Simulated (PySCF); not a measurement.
**One shape, several levels: InHBrOF (SMILES [OH][In]([F])[Br])**

Wanted: a comparison of 6 runs (HF/STO-3G, HF/3-21G, B2PLYP/STO-3G, TPSSh/3-21G, PBE0/def2-SVP, wB97X/def2-SVP) of InHBrOF. 

The calculation is run with PySCF 2.14.0.

## Step 1: The structure to begin with

The species is InHBrOF (5 atoms), meant as a singlet with charge 0. SMILES: `[OH][In]([F])[Br]`. The shape is that of a PBE0-D4/def2-TZVP optimisation. This is one conformer, not always the lowest.

Bond lengths: O1–In2 1.959 Å, In2–F3 1.929 Å, In2–Br4 2.434 Å, O1–H5 0.962 Å. Angles: O1–In2–F3 115.7°, O1–In2–Br4 126.0°, F3–In2–Br4 118.3°, In2–O1–H5 112.2°.

## Step 2: Energy and gradient at HF/STO-3G (run 1)

File start.xyz:

```xyz
5
BrFHInO
O      0.417800     1.465500     0.331000
In     0.132800    -0.453700     0.060700
F      1.415000    -1.618000     0.909300
Br    -1.666700    -1.464900    -1.229500
H     -0.249000     1.997400    -0.113000
```

File calc.py:

```python
from pyscf import gto, scf

molecule = gto.M(
    atom='start.xyz',
    verbose=4,
    basis='sto-3g',
    max_memory=1860,
    spin=0,
)

hf = scf.RHF(molecule)
hf.conv_tol = 1e-10
hf.kernel()
if not hf.converged:
    hf = hf.newton().run(hf.mo_coeff, hf.mo_occ)

energy = hf.e_tot
print('Final energy', energy)
grad = hf.nuc_grad_method().kernel()
dip = hf.dip_moment()
pop, q = hf.mulliken_pop()
```

Started as:

```
OMP_NUM_THREADS=1 python calc.py
```

The log of the run:

```text
PySCF version 2.14.0

[... 61 lines left out ...]
converged SCF energy = -8400.09726234834
Final energy -8400.097262348336
[... 11 lines left out ...]
Dipole moment(X, Y, Z, Debye): -0.10705,  1.26887, -0.02677
[... 62 lines left out ...]
charge of    4H =      0.14054
```

Run time: 5.1 s. Hardware: 1 thread of Intel Xeon at 2.70GHz, shared host; peak memory 0.13 GiB.

## Step 3: Energy and forces at HF/3-21G (run 2)

File input.py:

```python
from pyscf import gto

mol = gto.M(
    atom='''
O    0.417800   1.465500   0.331000
In   0.132800  -0.453700   0.060700
F    1.415000  -1.618000   0.909300
Br  -1.666700  -1.464900  -1.229500
H   -0.249000   1.997400  -0.113000
''',
    verbose=4,
    max_memory=1860,
    spin=0,
    basis='3-21g',
)

calc0 = mol.RHF()
calc0.conv_tol = 1e-10
calc0.kernel()
if not calc0.converged:
    calc0 = calc0.newton().run(calc0.mo_coeff, calc0.mo_occ)

e_tot = calc0.e_tot
print('Final energy', e_tot)
grad = calc0.nuc_grad_method().kernel()
calc0.analyze()
```

Started as:

```
OMP_NUM_THREADS=1 python input.py
```

The log of the run:

```text
PySCF version 2.14.0

[... 83 lines left out ...]
MO #3   energy= -148.740408030619  occ= 2
[... 13 lines left out ...]
MO #17  energy= -17.5667504088508  occ= 2
[... 13 lines left out ...]
MO #31  energy= -3.0848505600815   occ= 2
[... 13 lines left out ...]
MO #45  energy= -0.553589629187977 occ= 2
[... 13 lines left out ...]
MO #59  energy= 0.417060866428103  occ= 0
[... 13 lines left out ...]
MO #73  energy= 3.64827145372304   occ= 0
[... 81 lines left out ...]
Dipole moment(X, Y, Z, Debye): -1.49587,  1.86342, -0.97086
```

Run time: 5.4 s. Hardware: 1 thread of Intel Xeon at 2.70GHz, shared host; peak memory 0.15 GiB.

Runs 3 to 5 aren't shown in full; the table further down has their settings and results.

## Step 4: Energy and gradient at wB97X/def2-SVP (core potential) (run 6)

File job.py:

```python
from pyscf import gto, dft

mol = gto.M(
    atom='''
O    0.417800   1.465500   0.331000
In   0.132800  -0.453700   0.060700
F    1.415000  -1.618000   0.909300
Br  -1.666700  -1.464900  -1.229500
H   -0.249000   1.997400  -0.113000
''',
    basis='def2-svp',
    ecp={'In': 'def2-svp'},
    verbose=3,
    max_memory=1860,
)

mf = dft.RKS(mol, xc='wb97x')
mf.grids.level = 5
mf.conv_tol = 1e-10
mf.kernel()
if not mf.converged:
    mf = mf.newton().run(mf.mo_coeff, mf.mo_occ)

energy = mf.e_tot
print('E(%s) = %.9f' % ('WB97X', energy))
grad = mf.nuc_grad_method().kernel()
mf.analyze()
```

Started as:

```
OMP_NUM_THREADS=1 python job.py
```

The log of the run:

```text
converged SCF energy = -2939.61344804779
[... 20 lines left out ...]
MO #11  energy= -6.61711426450111  occ= 2
[... 15 lines left out ...]
MO #27  energy= -0.921917538166466 occ= 2
[... 15 lines left out ...]
MO #43  energy= 0.229715547456518  occ= 0
[... 15 lines left out ...]
MO #59  energy= 0.808664589037981  occ= 0
[... 15 lines left out ...]
MO #75  energy= 3.06140916713074   occ= 0
[... 15 lines left out ...]
MO #91  energy= 61.8264761786548   occ= 0
[... 6 lines left out ...]
Dipole moment(X, Y, Z, Debye): -1.73329,  1.55643, -1.14767
```

Run time: 50 s. Hardware: 1 thread of Intel Xeon at 2.70GHz, shared host; peak memory 0.89 GiB.

## Step 5: All runs side by side

```csv
run,level,task,frozen core orbitals,energy (Eh),dipole moment (D),HOMO energy (eV),LUMO energy (eV),wall time
1,HF/STO-3G,gradient,–,-8400.097262,1.27,-8.01,5.95,5.1 s
2,HF/3-21G,gradient,–,-8448.825831,2.58,-11.58,0.96,5.4 s
3,B2PLYP/STO-3G,energy,29,-8403.119749,1.34,-5.75,3.83,10 s
4,TPSSh/3-21G,gradient,–,-8453.409005,2.31,-7.46,-2.47,31 s
5,PBE0/def2-SVP (core potential),gradient,–,-2939.115802,2.63,-8.81,-2.54,29 s
6,wB97X/def2-SVP (core potential),gradient,–,-2939.613448,2.60,-11.16,-0.46,50 s
```

## Step 6: Outcome

```
                       quantity           value
            run 6: total energy  -2939.61345 Eh
           run 6: dipole moment          2.60 D
             run 6: HOMO energy       -11.16 eV
             run 6: LUMO energy        -0.46 eV
           run 6: HOMO–LUMO gap        10.70 eV
run 6: largest force on an atom      0.300 eV/Å
```

**Reading.** The dipole moment (its size) runs from 1.27 D (HF/STO-3G) to 2.63 D (PBE0/def2-SVP). The two ends differ in method and basis and core potential. The HOMO–LUMO gap runs from 5.00 eV (TPSSh/3-21G) to 13.97 eV (HF/STO-3G). The two ends differ in method and basis. Totals of different functionals can't be ranked against each other. Some runs of one species differ in core potentials or relativity; totals across that change don't compare. In runs 1, 3 the basis is minimal, so the values are rough. In runs 1, 2, 3, 4 relativity is left out where basis or elements ask for it. All runs together took 2.2 min, the longest 50 s.
